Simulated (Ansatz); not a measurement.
# C₄H₈AlN: one species, many methods

One table from this session's results is given with a row withheld; the runs are named, their logs left out.

Program: Ansatz 0.2.0, Gaussian basis. Level of theory: functionals in def2-TZVPP, the program's frozen cores in correlated methods. These are calculated values, not measurements.

Plan: PBE-D4, r2SCAN-D4, PBE0-D4, B3LYP-D4, ωB97X-V, ωB97M-V, B2PLYP; CCSD(T)/def2-TZVPP; MP2/def2-QZVPP; extrapolation to the limit.

### Structure used throughout

All runs share one geometry, relaxed beforehand with PBE0-D4 in a triple-zeta def2 set.

SMILES `C=C(C)[C](=N)[AlH2]`, 14 atoms, charge 0, spin multiplicity 1.

Atoms are counted from 1 here; the program's logs count them from 0.

Bond lengths: C1–C2 1.331 Å, C1–H7 1.084 Å, C1–H8 1.084 Å, C2–C3 1.496 Å, C2–C4 1.490 Å, C3–H9 1.090 Å, C3–H10 1.096 Å, C3–H11 1.096 Å, C4–N5 1.282 Å, C4–Al6 1.987 Å, N5–H12 1.022 Å, Al6–H13 1.589 Å, Al6–H14 1.588 Å. Angles: C2–C1–H7 121.4°, C2–C1–H8 120.2°, H7–C1–H8 118.4°, C1–C2–C3 122.7°, C1–C2–C4 120.9°, C3–C2–C4 116.4°, C2–C3–H9 111.5°, C2–C3–H10 111.4°, C2–C3–H11 111.4°, H9–C3–H10 108.0°, H9–C3–H11 108.0°, H10–C3–H11 106.3°, C2–C4–N5 119.0°, C2–C4–Al6 125.8°, N5–C4–Al6 115.2°, C4–N5–H12 111.5°, C4–Al6–H13 110.7°, C4–Al6–H14 127.5° and more.

Set-up of the first run:

Input file in.yaml:

```yaml
crystal:
  periodic: [false, false, false]
  atoms:
    - {symbol: C, position_ang: [0.604167, -1.538351, -1.289230]}
    - {symbol: C, position_ang: [0.323269, -0.706050, -0.288875]}
    - {symbol: C, position_ang: [0.692533, -0.997094, 1.131536]}
    - {symbol: C, position_ang: [-0.387510, 0.579713, -0.539560]}
    - {symbol: N, position_ang: [-0.722186, 0.880598, -1.740036]}
    - {symbol: Al, position_ang: [-0.883053, 1.922845, 0.838748]}
    - {symbol: H, position_ang: [1.120345, -2.476006, -1.115797]}
    - {symbol: H, position_ang: [0.317827, -1.288319, -2.303919]}
    - {symbol: H, position_ang: [1.207497, -1.953903, 1.221813]}
    - {symbol: H, position_ang: [1.346727, -0.219800, 1.541619]}
    - {symbol: H, position_ang: [-0.192846, -1.026636, 1.776293]}
    - {symbol: H, position_ang: [-1.202199, 1.781469, -1.781040]}
    - {symbol: H, position_ang: [-1.642370, 3.152616, 0.178238]}
    - {symbol: H, position_ang: [-0.595201, 1.859718, 2.399012]}
basis:
  gaussian: {orbitals: def2-TZVPP}
hamiltonian: {xc: pbe, dispersion: d4}
output: {forces: true, orbitals: {seedname: orbitals}}
```

Launch:

```sh
$ ansatz run in.yaml --threads 4 --pin off --events-out ev --progress --plain --max-ram 10444MiB
```

Steps of the session up to this table: PBE-D4 (GGA); r2SCAN-D4 (meta-GGA); PBE0-D4 (hybrid); B3LYP-D4 (hybrid); ωB97X-V (range-separated); ωB97M-V (range-separated); B2PLYP (double hybrid); CCSD(T) in def2-TZVPP; MP2 in def2-QZVPP.

One table of the session follows, with a row left open; its other results are not shown here.

| method | atomisation energy (kJ/mol) |
| --- | --- |
| PBE-D4 | 5499.0 |
| r2SCAN-D4 | 5371.2 |
| PBE0-D4 | 5393.7 |
| B3LYP-D4 | 5379.2 |
| ωB97X-V | ? |
| ωB97M-V | 5380.6 |
| B2PLYP | 5312.8 |
| HF/def2-TZVPP | 3874.6 |
| MP2/def2-TZVPP | 5298.6 |
| CCSD/def2-TZVPP | 5130.7 |
| CCSD(T)/def2-TZVPP | 5220.7 |
| MP2/CBS | 5434.0 |
| CCSD(T)/CBS | 5356.1 |

Q: Estimate the row for ωB97X-V from the others.

As computed: atomisation energy (kJ/mol): 5373.2. In the column «atomisation energy (kJ/mol)» it lies between r2SCAN-D4 (5371.2) and B3LYP-D4 (5379.2).

Limits of these values: Free atoms (4 C, 1 N, 1 Al, 8 H) were run apart at each level; the atomisation energy is their sum less the molecule, without zero-point or spin-orbit terms.
